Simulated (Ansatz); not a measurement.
# ClFH4LiOSi2: the cost of one run

Program: Ansatz 0.2.0. Level of theory: RKS PBE-D4/def2-SVP. These are calculated values, not measurements.

## 1. Starting geometry

9 atoms, charge 0, spin multiplicity 1.

Atoms are counted from 1 here; the program's logs count them from 0.

Bond lengths: O1–Si2 1.685 Å, O1–H6 0.977 Å, Si2–Si3 2.356 Å, Si2–H7 1.509 Å, Si2–H8 1.499 Å, Si3–F4 1.639 Å, Si3–Cl5 2.100 Å, Si3–H9 1.502 Å. Angles: Si2–O1–H6 112.5°, O1–Si2–Si3 104.7°, O1–Si2–H7 114.0°, O1–Si2–H8 107.3°, Si3–Si2–H7 107.6°, Si3–Si2–H8 113.9°, H7–Si2–H8 109.4°, Si2–Si3–F4 113.3°, Si2–Si3–Cl5 101.4°, Si2–Si3–H9 119.1°, F4–Si3–Cl5 108.1°, F4–Si3–H9 107.2°, Cl5–Si3–H9 107.0°.

As a file:

| atom | x (Å) | y (Å) | z (Å) |
| --- | --- | --- | --- |
| O1 | 0.8123 | 1.0792 | 1.4907 |
| Si2 | 1.1034 | -0.1223 | 0.3451 |
| Si3 | -1.0043 | -0.5595 | -0.6134 |
| F4 | -0.9132 | -1.1656 | -2.1336 |
| Cl5 | -1.8175 | 1.3735 | -0.7305 |
| H6 | 0.1694 | 1.7449 | 1.1790 |
| H7 | 2.0318 | 0.3015 | -0.7660 |
| H8 | 1.6958 | -1.2933 | 1.0695 |
| H9 | -1.9893 | -1.4047 | 0.1421 |

This geometry comes from a loose relaxation at PBE in a small basis, which is not shown.

## 4. The grid

The probe is moved over the plane through the molecule's long axis and the normal of its main plane (x and y are the axes of that plane, centred on the molecule).

- x of the probe's Li atom: 13 values from −5.76 to 5.76 Å
- z of the probe's Li atom: 11 values from −4.80 to 4.80 Å

Nothing else is relaxed (molecule and probe rigid). Energies count from molecule and probe far apart, each relaxed in its own basis (no counterpoise correction). Points are written as (first, second).

The probe Li+ moves over a plane: the plane through the molecule's long axis and the normal of its main plane. The molecule is turned into the frame of its main axes, as the inputs below show.

(The set-up runs are not shown.)

## 5. Point (5.76 Å, 1.92 Å)

Contents of input.yaml:

```yaml
crystal:
  periodic: [false, false, false]
  atoms:
    - { symbol: O, position_ang: [-2.355156, -0.247706, 0.054252] }
    - { symbol: Si, position_ang: [-1.265643, 1.011854, -0.199369] }
    - { symbol: Si, position_ang: [0.812939, 0.163884, 0.518423] }
    - { symbol: F, position_ang: [2.093552, 0.88957, -0.20254] }
    - { symbol: Cl, position_ang: [0.714307, -1.817602, -0.170766] }
    - { symbol: H, position_ang: [-1.980814, -1.120213, -0.175352] }
    - { symbol: H, position_ang: [-1.117679, 1.414313, -1.645643] }
    - { symbol: H, position_ang: [-1.749674, 2.185076, 0.598285] }
    - { symbol: H, position_ang: [1.109748, 0.101596, 1.988836] }
    - { symbol: Li, position_ang: [5.76, 0.0, 1.92] }
total_charge: 1
basis:
  gaussian: { orbitals: def2-SVP }
hamiltonian:
  xc: pbe
  dispersion: d4
output:
  forces: true
```

Started as:

```
$ ansatz run input.yaml --threads 1 --pin off --max-ram 2560MiB --backend cpu --events-out ev --progress --plain --runs-dir out
```

What time and memory should one allow on 1 thread of Arm Neoverse V2, shared host?

About 4.1 s, with a peak of 0.15 GiB.
